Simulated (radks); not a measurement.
# Taking charge from the 5p level of Eu in fractions

An exercise on one series of results from a longer session: the logs are not shown, and one member is left open.

The numbers are computed with radks (a radial shooting solver on a logarithmic mesh, Libxc functionals) version 1 (Dirac Kohn-Sham, LDA (Slater exchange, Perdew-Wang correlation), spin-unpolarised, spherical densities, finite nucleus; open shells are shared between the two j in proportion to 2j + 1), except any that are marked as measured or tabulated.

## The atom as given

```
element            : europium (Z = 63)
charge             : 0
electrons          : 63
configuration      : [Xe] 4f7 6s2
nuclear rms radius : 5.1115 fm
```

Outer shells as boxes (Hund's rule):

Eu
```
[Xe] core
4f [↑ ][↑ ][↑ ][↑ ][↑ ][↑ ][↑ ]
6s [↑↓]
```

Set-up of the first run:

Settings of this run:

```text
Z 63
configuration [Xe] 4f7 6s2
relativity Dirac
functional lda,pw
spin unpolarised
j_filling average
nucleus finite rms 5.1115 fm
c 137.035999084
```

Among the steps run: Start: [Xe] 4f7 6s2.

One of the session's tables, all rows but one given; the rest of the session is left out.

It belongs to the step «Start: [Xe] 4f7 6s2». Sizes of the orbitals, from the radial functions (bohr):

| level | <r> | outermost maximum (interpolated) | 90 % within | nodes |
| --- | --- | --- | --- | --- |
| 4d3/2 | 0.6484 | 0.568 | 0.976 | 1 |
| 4d5/2 | 0.6590 | 0.577 | 0.992 | 1 |
| 5s1/2 | 1.381 | 1.23 | 2.00 | 4 |
| 5p1/2 | 1.562 | 1.35 | 2.30 | 3 |
| 5p3/2 | 1.665 | 1.43 | 2.46 | 3 |
| 6s1/2 | 4.209 | 3.55 | 6.24 | 5 |
| 4f5/2 | ? | ? | ? | ? |
| 4f7/2 | 0.9876 | 0.594 | 1.75 | 0 |

**Question.** Estimate the row for 4f5/2.

**Answer.** <r>: 0.9653; outermost maximum (interpolated): 0.589; 90 % within: 1.70; nodes: 0. In the column «<r>» it lies between 4d5/2 (0.6590) and 4f7/2 (0.9876).
